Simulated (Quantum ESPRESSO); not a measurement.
NbTe:

```
Nb Te
1.0
     3.42570    0.00000    0.00000
     0.00000    3.42570    0.00000
     0.00000    0.00000    3.42570
Nb Te
1 1
Direct
  0.50000 0.50000 0.50000
  0.00000 0.00000 0.00000
```

The cell was built by a generator and needn't be a form met in nature.

- Program: Quantum ESPRESSO 7.5
- Task: single point
- Functional: PBE
- Potentials or basis: SSSP 1.3 efficiency PBE
- Cutoff: 748 eV
- Density cutoff: 5987 eV
- k mesh: 8 × 8 × 8
- Occupations: fermi-dirac, width 0.05 eV
- Spin: no spin polarisation

On this cell: pressure 1.1 GPa; largest force zero by symmetry; band gap on the k mesh none (metal or under the smearing width).

The same run follows on a disturbed copy (atoms moved at random, drawn with an rms of 0.05 Å):

```xyz
2
Lattice="3.4257 0.0000 0.0000 0.0000 3.4257 0.0000 0.0000 0.0000 3.4257" Properties=species:S:1:pos:R:3 pbc="T T T"
Nb    1.6892    1.7131    1.6954
Te    0.0309   -0.0200    0.0281
```

**Question.** What changes?

**Answer.** The energy (extrapolated to zero smearing) moves by +5.2 meV/atom; pressure 1.3 GPa; largest force 0.288 eV/Å; band gap on the k mesh none (metal or under the smearing width).

Forces in eV/Å, atoms in the order of the input:
```
Nb   0.212 -0.079  0.178
Te  -0.212  0.079 -0.178
```

Stress tensor (GPa, compression positive):
```
 1.33 -0.17  0.38
-0.17  1.35 -0.14
 0.38 -0.14  1.34
```
